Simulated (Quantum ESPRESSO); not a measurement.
A run of Quantum ESPRESSO 7.5:

The input pw.in:

```
&CONTROL
  calculation = 'scf'
  prefix = 'pwscf'
  outdir = './tmp'
  pseudo_dir = './pseudo'
  tprnfor = .true.
  disk_io = 'nowf'
/
&SYSTEM
  ibrav = 0
  nat = 6
  ntyp = 3
  ecutwfc = 45
  ecutrho = 360
  nbnd = 39
  occupations = 'smearing'
  smearing = 'gaussian'
  degauss = 0.00367493
  nspin = 2
  starting_magnetization(1) = 0.1429
  starting_magnetization(2) = -0.1429
  starting_magnetization(3) = 0
  tot_magnetization = 0
  nosym = .true.
/
&ELECTRONS
  conv_thr = 1.5d-06
  electron_maxstep = 100
  mixing_beta = 0.7
  mixing_ndim = 20
  startingpot = 'file'
  mixing_fixed_ns = 5
/
ATOMIC_SPECIES
Mo1   95.9500 mo_pbe_v1.uspp.F.UPF
Mo2   95.9500 mo_pbe_v1.uspp.F.UPF
S     32.0600 s_pbe_v1.4.uspp.F.UPF
CELL_PARAMETERS angstrom
   3.1610015200    0.0000000000    0.0000000000
  -1.5805007600    2.7375076200    0.0000000000
   0.0000000000    0.0000000000   12.2949997000
ATOMIC_POSITIONS crystal
Mo1    0.3333333333    0.6666666667    0.2500000000
Mo2    0.6666666667    0.3333333333    0.7500000000
S      0.3333333333    0.6666666667    0.6275000000
S      0.6666666667    0.3333333333    0.1275000000
S      0.3333333333    0.6666666667    0.8725000000
S      0.6666666667    0.3333333333    0.3725000000
K_POINTS automatic
4 4 1 0 0 0
HUBBARD {ortho-atomic}
U Mo1-4d 7.0
U Mo2-4d 7.0
```

Contents of start.in:

```
&CONTROL
  calculation = 'scf'
  prefix = 'pwscf'
  outdir = './tmp'
  pseudo_dir = './pseudo'
  disk_io = 'nowf'
/
&SYSTEM
  ibrav = 0
  nat = 6
  ntyp = 3
  ecutwfc = 45
  ecutrho = 360
  nbnd = 39
  occupations = 'smearing'
  smearing = 'gaussian'
  degauss = 0.00367493
  nspin = 2
  starting_magnetization(1) = 0.1429
  starting_magnetization(2) = -0.1429
  starting_magnetization(3) = 0
  tot_magnetization = 0
  nosym = .true.
/
&ELECTRONS
  conv_thr = 1.5d-06
  electron_maxstep = 1
  mixing_beta = 0.7
  mixing_ndim = 20
  scf_must_converge = .false.
/
ATOMIC_SPECIES
Mo1   95.9500 mo_pbe_v1.uspp.F.UPF
Mo2   95.9500 mo_pbe_v1.uspp.F.UPF
S     32.0600 s_pbe_v1.4.uspp.F.UPF
CELL_PARAMETERS angstrom
   3.1610015200    0.0000000000    0.0000000000
  -1.5805007600    2.7375076200    0.0000000000
   0.0000000000    0.0000000000   12.2949997000
ATOMIC_POSITIONS crystal
Mo1    0.3333333333    0.6666666667    0.2500000000
Mo2    0.6666666667    0.3333333333    0.7500000000
S      0.3333333333    0.6666666667    0.6275000000
S      0.6666666667    0.3333333333    0.1275000000
S      0.3333333333    0.6666666667    0.8725000000
S      0.6666666667    0.3333333333    0.3725000000
K_POINTS automatic
4 4 1 0 0 0
HUBBARD {ortho-atomic}
U Mo1-4d 7.0
U Mo2-4d 7.0
```

occup.txt

```
 0.2793 -0.2411 -0.2333  0.2649 -0.1363
-0.2411  0.2102  0.2363 -0.2057  0.0986
-0.2333  0.2363  0.7730  0.1579 -0.2006
 0.2649 -0.2057  0.1579  0.5000 -0.3355
-0.1363  0.0986 -0.2006 -0.3355  0.2375
 0.0000  0.0000  0.0000  0.0000  0.0000
 0.0000  0.0000  0.0000  0.0000  0.0000
 0.0000  0.0000  0.0000  0.0000  0.0000
 0.0000  0.0000  0.0000  0.0000  0.0000
 0.0000  0.0000  0.0000  0.0000  0.0000
 0.3630  0.0926  0.4107 -0.0729  0.2205
 0.0926  0.0236  0.1048 -0.0186  0.0563
 0.4107  0.1048  0.4647 -0.0825  0.2495
-0.0729 -0.0186 -0.0825  0.0147 -0.0443
 0.2205  0.0563  0.2495 -0.0443  0.1340
 0.2782 -0.0119 -0.2560 -0.3659 -0.0357
-0.0119  0.0005  0.0109  0.0156  0.0015
-0.2560  0.0109  0.2355  0.3367  0.0328
-0.3659  0.0156  0.3367  0.4812  0.0469
-0.0357  0.0015  0.0328  0.0469  0.0046
 0.0000  0.0000  0.0000  0.0000  0.0000
 0.0000  0.0000  0.0000  0.0000  0.0000
 0.0000  0.0000  0.0000  0.0000  0.0000
 0.0000  0.0000  0.0000  0.0000  0.0000
 0.0000  0.0000  0.0000  0.0000  0.0000
 0.0000  0.0000  0.0000  0.0000  0.0000
 0.0000  0.0000  0.0000  0.0000  0.0000
 0.0000  0.0000  0.0000  0.0000  0.0000
 0.0000  0.0000  0.0000  0.0000  0.0000
 0.0000  0.0000  0.0000  0.0000  0.0000
 0.0000  0.0000  0.0000  0.0000  0.0000
 0.0000  0.0000  0.0000  0.0000  0.0000
 0.0000  0.0000  0.0000  0.0000  0.0000
 0.0000  0.0000  0.0000  0.0000  0.0000
 0.0000  0.0000  0.0000  0.0000  0.0000
 0.0000  0.0000  0.0000  0.0000  0.0000
 0.0000  0.0000  0.0000  0.0000  0.0000
 0.0000  0.0000  0.0000  0.0000  0.0000
 0.0000  0.0000  0.0000  0.0000  0.0000
 0.0000  0.0000  0.0000  0.0000  0.0000
 0.0000  0.0000  0.0000  0.0000  0.0000
 0.0000  0.0000  0.0000  0.0000  0.0000
 0.0000  0.0000  0.0000  0.0000  0.0000
 0.0000  0.0000  0.0000  0.0000  0.0000
 0.0000  0.0000  0.0000  0.0000  0.0000
 0.0000  0.0000  0.0000  0.0000  0.0000
 0.0000  0.0000  0.0000  0.0000  0.0000
 0.0000  0.0000  0.0000  0.0000  0.0000
 0.0000  0.0000  0.0000  0.0000  0.0000
 0.0000  0.0000  0.0000  0.0000  0.0000
 0.0000  0.0000  0.0000  0.0000  0.0000
 0.0000  0.0000  0.0000  0.0000  0.0000
 0.0000  0.0000  0.0000  0.0000  0.0000
 0.0000  0.0000  0.0000  0.0000  0.0000
 0.0000  0.0000  0.0000  0.0000  0.0000
 0.0000  0.0000  0.0000  0.0000  0.0000
 0.0000  0.0000  0.0000  0.0000  0.0000
 0.0000  0.0000  0.0000  0.0000  0.0000
 0.0000  0.0000  0.0000  0.0000  0.0000
 0.0000  0.0000  0.0000  0.0000  0.0000
```

Potentials or basis: GBRV 1.5 PBE.

Run with:

```bash
$ OMP_NUM_THREADS=1 mpirun -n 2 pw.x -in start.in > start.out
$ cp occup.txt tmp/pwscf.save/occup.txt
$ OMP_NUM_THREADS=1 mpirun -n 2 pw.x -in pw.in > pw.out
```

Hardware: 2 MPI ranks on Arm Neoverse V1, with other jobs on the host.

Q: Estimate the wall time of this run.

A: Wall time 2.6 min on 2 MPI ranks on Arm Neoverse V1 (shared host), peak memory 0.5 GiB a rank. Counts: scf iterations 35, k pools 1, bands 39, k points 10, g dense 82725.
